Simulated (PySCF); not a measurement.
# C₂H₆BPSi: electronic excitations at several levels of theory

How much do the electronic excitations of C₂H₆BPSi (`C#CBP[SiH3]`) depend on the level of theory, and what does each level cost?

Computed with PySCF 2.14.0, with density-fitted response routines of our own, on a single molecule in the gas phase. Atoms count from 0, in the outputs and in this text.

### 1 The starting structure

11 atoms, charge 0, multiplicity 1; geometry from: GFN2-xTB. The atoms were then displaced at random by about 0.01 Å, so the start is not that level's minimum.

Bonds of the start (Å): C0–C1 1.24, C1–B2 1.51, B2–P3 1.82, P3–Si4 2.26, C0–H5 1.02, B2–H6 1.16, P3–H7 1.38, Si4–H8 1.45, Si4–H9 1.48, Si4–H10 1.45.

### 2 Geometry optimisation at PBE0-D3(BJ)/def2-SVP

What the job is given:

```
{"job": {"xc": "PBE0", "basis": "def2-SVP", "d3": "d3bj", "grid": 1, "shake": 0.01, "kind": "geom"}, "charge": 0, "multiplicity": 1}
C      3.184610    -0.537210     0.073710
C      2.106080    -0.049140    -0.293490
B      0.763970     0.519640    -0.702960
P     -0.407230     1.063530     0.586090
Si    -2.255320    -0.136170     0.076760
H      4.084360    -0.909880     0.367100
H      0.536820     0.707580    -1.823500
H      0.018410     0.379310     1.700370
H     -2.012440    -1.547770    -0.156470
H     -3.141380     0.000470     1.253120
H     -2.839770     0.483810    -1.096390
```

Run with:

```
$ OMP_NUM_THREADS=1 python probes_run.py task.json out
```

This one command runs all jobs of the session in turn.

Log:

```text
step   0  E = -734.78543238  max force = 0.078915
step   1  E = -734.79375765  max force = 0.005627
step   2  E = -734.79414800  max force = 0.003424
step   3  E = -734.79433897  max force = 0.002589
step   4  E = -734.79439042  max force = 0.001176
step   5  E = -734.79441447  max force = 0.000516
step   6  E = -734.79442932  max force = 0.000730
step   7  E = -734.79444364  max force = 0.000558
step   8  E = -734.79445469  max force = 0.000571
step   9  E = -734.79446862  max force = 0.000366
optimisation converged
```

It took 40 s on 1 thread of Arm Neoverse V1, shared host; peak memory 0.44 GiB.

Step by step:

| step | energy from step 0 (eV) | largest force component (eV/Å) |
| --- | --- | --- |
| 0 | 0.0000 | 4.0580 |
| 1 | -0.2265 | 0.2894 |
| 2 | -0.2372 | 0.1761 |
| 3 | -0.2424 | 0.1331 |
| 4 | -0.2438 | 0.0605 |
| 5 | -0.2444 | 0.0265 |
| 6 | -0.2448 | 0.0375 |
| 7 | -0.2452 | 0.0287 |
| 8 | -0.2455 | 0.0294 |
| 9 | -0.2459 | 0.0188 |

Close pairs (by a distance rule), those that changed most:

| bond | before (Å) | after (Å) | change (Å) |
| --- | --- | --- | --- |
| C0–H5 | 1.017 | 1.075 | +0.058 |
| B2–H6 | 1.159 | 1.209 | +0.050 |
| B2–P3 | 1.825 | 1.875 | +0.050 |
| P3–H7 | 1.375 | 1.422 | +0.047 |
| Si4–H8 | 1.451 | 1.494 | +0.043 |
| Si4–H10 | 1.450 | 1.492 | +0.042 |
| C0–C1 | 1.239 | 1.220 | -0.019 |
| Si4–H9 | 1.479 | 1.493 | +0.014 |

The next job starts from the end point, and lists it.

| at the end point | value |
| --- | --- |
| point group (found at 0.08 Å tolerance) | C1 |
| rotational constants (GHz, main isotopes) | 9.106, 1.229, 1.163 |
| dipole moment (D) | 1.15 |

### 3 Ultraviolet spectrum: PBE0/def2-TZVP

What the job is given:

```
{"job": {"kind": "uv", "xc": "PBE0", "basis": "def2-TZVP"}, "charge": 0, "multiplicity": 1}
C      3.307951    -0.396768    -0.006392
C      2.186838    -0.011016    -0.295686
B      0.782726     0.432505    -0.631790
P     -0.432608     0.964896     0.692411
Si    -2.309664    -0.115307     0.086940
H      4.298384    -0.735320     0.238757
H      0.437146     0.557312    -1.783357
H     -0.015469     0.246897     1.846579
H     -2.137941    -1.591623    -0.063267
H     -3.356301     0.145753     1.118773
H     -2.722531     0.477018    -1.218691
```

Method: TDDFT PBE0/def2-TZVP, vertical, gas phase, core orbitals frozen in the response.

Log:

```text
coarse grid: 10232 points
cycle   1  E = -735.0882831641  dE =  2.073e-01  |g| = 3.479e-01  |ddm| = 2.772e+00
cycle   2  E = -735.0680024583  dE =  2.028e-02  |g| = 4.256e-01  |ddm| = 6.440e-01
cycle   3  E = -735.1134494024  dE = -4.545e-02  |g| = 1.669e-01  |ddm| = 3.699e-01
cycle   4  E = -735.1202837779  dE = -6.834e-03  |g| = 3.829e-02  |ddm| = 1.019e-01
cycle   5  E = -735.1206838435  dE = -4.001e-04  |g| = 8.686e-03  |ddm| = 3.333e-02
cycle   6  E = -735.1207091341  dE = -2.529e-05  |g| = 2.820e-03  |ddm| = 1.231e-02
cycle   7  E = -735.1207112210  dE = -2.087e-06  |g| = 5.068e-04  |ddm| = 2.978e-03
final grid: 89712 points
cycle   8  E = -735.1153721067  dE = -2.608e-05  |g| = 4.985e-03  |ddm| = 7.046e-02
cycle   9  E = -735.1153692325  dE =  2.874e-06  |g| = 5.433e-03  |ddm| = 8.926e-03
cycle  10  E = -735.1153780855  dE = -8.853e-06  |g| = 6.073e-04  |ddm| = 5.494e-03
cycle  11  E = -735.1153782046  dE = -1.191e-07  |g| = 2.809e-04  |ddm| = 6.921e-04
cycle  12  E = -735.1153782218  dE = -1.716e-08  |g| = 1.131e-04  |ddm| = 1.945e-04
cycle  13  E = -735.1153782251  dE = -3.335e-09  |g| = 2.971e-05  |ddm| = 8.270e-05
cycle  14  E = -735.1153782254  dE = -2.644e-10  |g| = 5.791e-06  |ddm| = 2.600e-05
converged SCF energy = -735.1153782254

Static polarisability (au): isotropic 96.264, principal 70.424 77.308 141.061

Singlet excitations
state   eV       nm        f      main configurations
  1   3.7644    329.4   0.02036   H->L 0.63, H-1->L 0.34
  2   4.4902    276.1   0.15790   H-1->L 0.61, H->L 0.33
  3   5.4463    227.6   0.03991   H-2->L 0.78
  4   5.8341    212.5   0.01899   H-3->L 0.88
  5   6.1027    203.2   0.00223   H-4->L 0.62, H-6->L 0.29
  6   6.2731    197.6   0.06797   H->L+1 0.86
  7   6.3807    194.3   0.01292   H->L+2 0.93
  8   6.6472    186.5   0.05534   H->L+3 0.74, H-1->L+1 0.10
  9   6.7606    183.4   0.00250   H-6->L 0.63, H-4->L 0.30
 10   6.9059    179.5   0.00537   H->L+4 0.76, H-5->L 0.09

Triplet excitations (Tamm-Dancoff, eV): 3.0470 3.6973 4.1374 5.2357
```

Wall time 23 s (1 thread of Arm Neoverse V1, shared host); peak memory 0.81 GiB.

Frontier orbitals and where they lie:

| orbital | eV | atoms |
| --- | --- | --- |
| HOMO−3 | -9.33 | P3 31 %, Si4 28 %, B2 11 % |
| HOMO−2 | -8.86 | C1 40 %, C0 35 %, B2 13 % |
| HOMO−1 | -8.02 | C0 37 %, C1 27 %, P3 15 % |
| HOMO | -7.29 | P3 55 %, C0 13 %, B2 12 % |
| LUMO | -2.30 | B2 44 %, C0 20 %, P3 15 % |
| LUMO+1 | 0.15 | Si4 44 %, P3 16 %, C0 14 % |
| LUMO+2 | 0.47 | P3 35 %, Si4 27 %, H7 17 % |

With each of the 10 states as a Gaussian band of 0.4 eV half-width at 1/e, the curve within the window shown has maxima at 276 nm (ε 6,400), 194 nm (ε 4,800) L/(mol cm). Beyond the last state computed it falls off for lack of states. The curve at chosen wavelengths:

(nm, ε (L/mol/cm)): (172, 491), (181, 2540), (190, 4586), (198, 4492), (207, 3011), (216, 2228), (225, 2070), (233, 1708), (242, 1398), (251, 2149), (260, 4046), (268, 5737), (277, 6424), (286, 5600), (295, 4054), (303, 2786), (312, 1830), (321, 1319), (330, 1045), (338, 870), (347, 688), (356, 512), (365, 357), (373, 246), (382, 153), (391, 91)

Further results of this job:

| property | computed |
| --- | --- |
| dipole moment (D) | 1.02 |
| polarisability (Å³) | 14.26 |
| HOMO–LUMO gap (eV) | 4.99 |
| −ε(HOMO) (eV) | 7.29 |

### 4 Ultraviolet spectrum: PBE0/aug-cc-pVDZ

The job, as its differences from that of step 3:

```diff
@@ -1,2 +1,2 @@
-{"job": {"kind": "uv", "xc": "PBE0", "basis": "def2-TZVP"}, "charge": 0, "multiplicity": 1}
+{"job": {"kind": "uv", "xc": "PBE0", "basis": "aug-cc-pVDZ"}, "charge": 0, "multiplicity": 1}
 C      3.307951    -0.396768    -0.006392
```

Level: TDDFT PBE0/aug-cc-pVDZ, vertical, gas phase, core orbitals frozen in the response.

Log:

```text
coarse grid: 10232 points
cycle   1  E = -735.0243291544  dE =  2.523e-01  |g| = 2.950e-01  |ddm| = 1.405e+01
cycle   2  E = -735.0046246424  dE =  1.970e-02  |g| = 3.942e-01  |ddm| = 3.024e+00
cycle   3  E = -735.0471104120  dE = -4.249e-02  |g| = 1.402e-01  |ddm| = 1.112e+00
cycle   4  E = -735.0522219796  dE = -5.112e-03  |g| = 2.619e-02  |ddm| = 3.190e-01
cycle   5  E = -735.0524266969  dE = -2.047e-04  |g| = 7.416e-03  |ddm| = 1.328e-01
cycle   6  E = -735.0524474156  dE = -2.072e-05  |g| = 1.474e-03  |ddm| = 2.489e-02
cycle   7  E = -735.0524482181  dE = -8.025e-07  |g| = 4.225e-04  |ddm| = 5.606e-03
final grid: 89712 points
cycle   8  E = -735.0696880433  dE = -1.505e-05  |g| = 4.125e-03  |ddm| = 1.397e-01
cycle   9  E = -735.0696857372  dE =  2.306e-06  |g| = 4.787e-03  |ddm| = 5.057e-02
cycle  10  E = -735.0696940029  dE = -8.266e-06  |g| = 3.916e-04  |ddm| = 2.160e-02
cycle  11  E = -735.0696940619  dE = -5.902e-08  |g| = 1.562e-04  |ddm| = 1.796e-03
cycle  12  E = -735.0696940672  dE = -5.279e-09  |g| = 9.113e-05  |ddm| = 4.580e-04
cycle  13  E = -735.0696940695  dE = -2.265e-09  |g| = 2.485e-05  |ddm| = 2.277e-04
cycle  14  E = -735.0696940697  dE = -1.693e-10  |g| = 4.674e-06  |ddm| = 8.371e-05
converged SCF energy = -735.0696940697

Static polarisability (au): isotropic 101.799, principal 76.738 83.173 145.486

Singlet excitations
state   eV       nm        f      main configurations
  1   3.7645    329.4   0.02176   H->L 0.64, H-1->L 0.34
  2   4.4846    276.5   0.15924   H-1->L 0.62, H->L 0.32
  3   5.4508    227.5   0.03934   H-2->L 0.79
  4   5.8484    212.0   0.02219   H-3->L 0.88
  5   6.0595    204.6   0.05106   H->L+1 0.83
  6   6.1046    203.1   0.01013   H-4->L 0.61, H-6->L 0.26
  7   6.2422    198.6   0.02481   H->L+2 0.70, H->L+3 0.14
  8   6.3786    194.4   0.06319   H->L+3 0.56, H->L+2 0.20
  9   6.7249    184.4   0.01039   H->L+5 0.24, H->L+6 0.22, H-6->L 0.09
 10   6.7713    183.1   0.00296   H-6->L 0.49, H-4->L 0.19, H->L+5 0.13

Triplet excitations (Tamm-Dancoff, eV): 3.0608 3.7095 4.1479 5.2384
```

Wall time 21 s (1 thread of Arm Neoverse V1, shared host); peak memory 0.78 GiB.

Key values: HOMO -7.27 eV, LUMO -2.30 eV; lowest singlet 3.76 eV.

### 5 Excited states and response: PBE0/def2-TZVPD

The job, as its differences from that of step 4:

```diff
@@ -1,2 +1,2 @@
-{"job": {"kind": "uv", "xc": "PBE0", "basis": "aug-cc-pVDZ"}, "charge": 0, "multiplicity": 1}
+{"job": {"kind": "uv", "xc": "PBE0", "basis": "def2-TZVPD"}, "charge": 0, "multiplicity": 1}
 C      3.307951    -0.396768    -0.006392
```

With the program's defaults for keys left out, this is: TDDFT PBE0/def2-TZVPD, vertical, gas phase, core orbitals frozen in the response.

Log:

```text
coarse grid: 10232 points
cycle   1  E = -735.0888722429  dE =  2.074e-01  |g| = 3.483e-01  |ddm| = 5.984e+00
cycle   2  E = -735.0680792954  dE =  2.079e-02  |g| = 4.271e-01  |ddm| = 6.913e-01
cycle   3  E = -735.1140640446  dE = -4.598e-02  |g| = 1.665e-01  |ddm| = 3.261e-01
cycle   4  E = -735.1208510832  dE = -6.787e-03  |g| = 3.890e-02  |ddm| = 1.124e-01
cycle   5  E = -735.1212639149  dE = -4.128e-04  |g| = 8.725e-03  |ddm| = 3.799e-02
cycle   6  E = -735.1212893104  dE = -2.540e-05  |g| = 2.880e-03  |ddm| = 1.299e-02
cycle   7  E = -735.1212915013  dE = -2.191e-06  |g| = 5.110e-04  |ddm| = 3.154e-03
final grid: 89712 points
cycle   8  E = -735.1159516251  dE = -2.700e-05  |g| = 4.983e-03  |ddm| = 7.383e-02
cycle   9  E = -735.1159487177  dE =  2.907e-06  |g| = 5.440e-03  |ddm| = 1.045e-02
cycle  10  E = -735.1159575879  dE = -8.870e-06  |g| = 6.192e-04  |ddm| = 5.865e-03
cycle  11  E = -735.1159577101  dE = -1.223e-07  |g| = 2.924e-04  |ddm| = 7.660e-04
cycle  12  E = -735.1159577289  dE = -1.874e-08  |g| = 1.147e-04  |ddm| = 1.939e-04
cycle  13  E = -735.1159577323  dE = -3.457e-09  |g| = 2.974e-05  |ddm| = 9.038e-05
cycle  14  E = -735.1159577326  dE = -2.672e-10  |g| = 5.903e-06  |ddm| = 2.687e-05
converged SCF energy = -735.1159577326

Static polarisability (au): isotropic 101.655, principal 76.625 83.073 145.266

Singlet excitations
state   eV       nm        f      main configurations
  1   3.7541    330.3   0.02109   H->L 0.64, H-1->L 0.34
  2   4.4714    277.3   0.15682   H-1->L 0.62, H->L 0.33
  3   5.4314    228.3   0.03891   H-2->L 0.78
  4   5.8150    213.2   0.01803   H-3->L 0.87
  5   6.0869    203.7   0.00289   H-4->L 0.57, H-6->L 0.28
  6   6.1230    202.5   0.05753   H->L+1 0.82
  7   6.2386    198.7   0.02308   H->L+3 0.47, H->L+2 0.38
  8   6.4091    193.5   0.06141   H->L+2 0.52, H->L+3 0.35
  9   6.7004    185.0   0.01689   H->L+4 0.43, H->L+5 0.16
 10   6.7456    183.8   0.00065   H-6->L 0.58, H-4->L 0.24, H->L+4 0.09

Triplet excitations (Tamm-Dancoff, eV): 3.0388 3.6913 4.1322 5.2176
```

It took 34 s on 1 thread of Arm Neoverse V1, shared host; peak memory 0.96 GiB.

Key values: HOMO -7.30 eV, LUMO -2.32 eV; lowest singlet 3.75 eV.

### 6 Ultraviolet spectrum: PBE0/6-31+G*

The job, as its differences from that of step 5:

```diff
@@ -1,2 +1,2 @@
-{"job": {"kind": "uv", "xc": "PBE0", "basis": "def2-TZVPD"}, "charge": 0, "multiplicity": 1}
+{"job": {"kind": "uv", "xc": "PBE0", "basis": "6-31+G*"}, "charge": 0, "multiplicity": 1}
 C      3.307951    -0.396768    -0.006392
```

Level: TDDFT PBE0/6-31+G*, vertical, gas phase, core orbitals frozen in the response.

Log:

```text
coarse grid: 10232 points
cycle   1  E = -735.0473052202  dE =  2.335e-01  |g| = 3.058e-01  |ddm| = 3.846e+00
cycle   2  E = -735.0304898592  dE =  1.682e-02  |g| = 3.906e-01  |ddm| = 1.408e+00
cycle   3  E = -735.0716087634  dE = -4.112e-02  |g| = 1.441e-01  |ddm| = 8.727e-01
cycle   4  E = -735.0770231440  dE = -5.414e-03  |g| = 2.529e-02  |ddm| = 1.722e-01
cycle   5  E = -735.0772116949  dE = -1.886e-04  |g| = 7.392e-03  |ddm| = 6.895e-02
cycle   6  E = -735.0772325654  dE = -2.087e-05  |g| = 1.405e-03  |ddm| = 2.956e-02
cycle   7  E = -735.0772333094  dE = -7.440e-07  |g| = 3.765e-04  |ddm| = 6.215e-03
final grid: 89712 points
cycle   8  E = -735.0229752946  dE = -1.307e-05  |g| = 4.298e-03  |ddm| = 4.037e-02
cycle   9  E = -735.0229723807  dE =  2.914e-06  |g| = 5.099e-03  |ddm| = 1.805e-02
cycle  10  E = -735.0229820457  dE = -9.665e-06  |g| = 2.828e-04  |ddm| = 1.108e-02
cycle  11  E = -735.0229820779  dE = -3.226e-08  |g| = 9.665e-05  |ddm| = 1.306e-03
cycle  12  E = -735.0229820809  dE = -3.016e-09  |g| = 3.053e-05  |ddm| = 3.354e-04
cycle  13  E = -735.0229820811  dE = -1.791e-10  |g| = 2.312e-05  |ddm| = 7.634e-05
converged SCF energy = -735.0229820811

Static polarisability (au): isotropic 92.348, principal 66.135 74.251 136.658

Singlet excitations
state   eV       nm        f      main configurations
  1   3.7955    326.7   0.02370   H->L 0.62, H-1->L 0.35
  2   4.5171    274.5   0.16983   H-1->L 0.60, H->L 0.34
  3   5.4928    225.7   0.03669   H-2->L 0.80
  4   5.9394    208.7   0.02837   H-3->L 0.86
  5   6.1042    203.1   0.06507   H->L+1 0.84
  6   6.1905    200.3   0.00914   H-4->L 0.62, H-6->L 0.24
  7   6.3281    195.9   0.01672   H->L+2 0.68, H->L+3 0.21
  8   6.4828    191.3   0.07883   H->L+3 0.63, H->L+2 0.23
  9   6.8612    180.7   0.00527   H-6->L 0.45, H-4->L 0.24
 10   6.8988    179.7   0.03568   H->L+4 0.23, H->L+5 0.22, H-1->L+1 0.20

Triplet excitations (Tamm-Dancoff, eV): 3.0922 3.7317 4.1557 5.2629
```

Wall time 10 s (1 thread of Arm Neoverse V1, shared host); peak memory 0.57 GiB.

In short: HOMO -7.26 eV, LUMO -2.26 eV; lowest singlet 3.80 eV.

### 7 Side by side: electronic excitations

Excitations and ground-state properties, with basis size and wall time:

| run | lowest singlet (eV) | brightest (eV) | f | gap (eV) | α (Å³) | μ (D) | functions | time |
| --- | --- | --- | --- | --- | --- | --- | --- | --- |
| PBE0/def2-TZVP | 3.76 | 4.49 | 0.158 | 4.99 | 14.26 | 1.02 | 203 | 23 s |
| PBE0/aug-cc-pVDZ | 3.76 | 4.48 | 0.159 | 4.98 | 15.09 | 1.03 | 177 | 21 s |
| PBE0/def2-TZVPD | 3.75 | 4.47 | 0.157 | 4.97 | 15.06 | 1.01 | 251 | 34 s |
| PBE0/6-31+G* | 3.80 | 4.52 | 0.170 | 4.99 | 13.68 | 1.21 | 110 | 10 s |

### 8 Outcome

| quantity | value |
| --- | --- |
| point group | C1 |
| rotational constants (main isotopes) | 9.11, 1.23, 1.16 GHz |
| lowest singlet (PBE0/def2-TZVP) | 3.76 eV (329 nm), f = 0.020 |
| brightest single state of those computed | state 2, 4.49 eV, f = 0.158 |
| lowest triplet | 3.05 eV |
| range of the lowest singlet | 3.75 to 3.80 eV |

**Reading.** Single values in the summary come from the first run of each kind that ended normally (PBE0/def2-TZVP), which need not be the best level. Relaxing lowered the energy by 0.246 eV in 9 steps; the close pair that moved most is C0–H5, from 1.017 to 1.075 Å. The lowest singlet, at 3.76 eV, is HOMO→LUMO 0.63, HOMO−1→LUMO 0.34 and is weak; of the 10 states computed, the strongest absorption comes from state 2 at 4.49 eV. The lowest triplet lies 0.72 eV below the lowest singlet (triplets in Tamm-Dancoff, singlets in full TDDFT). The lowest singlet runs from 3.75 eV (PBE0/def2-TZVPD) to 3.80 eV (PBE0/6-31+G*), while the orbital gap spans 4.97 to 4.99 eV. The lowest state need not be the same one in every run.
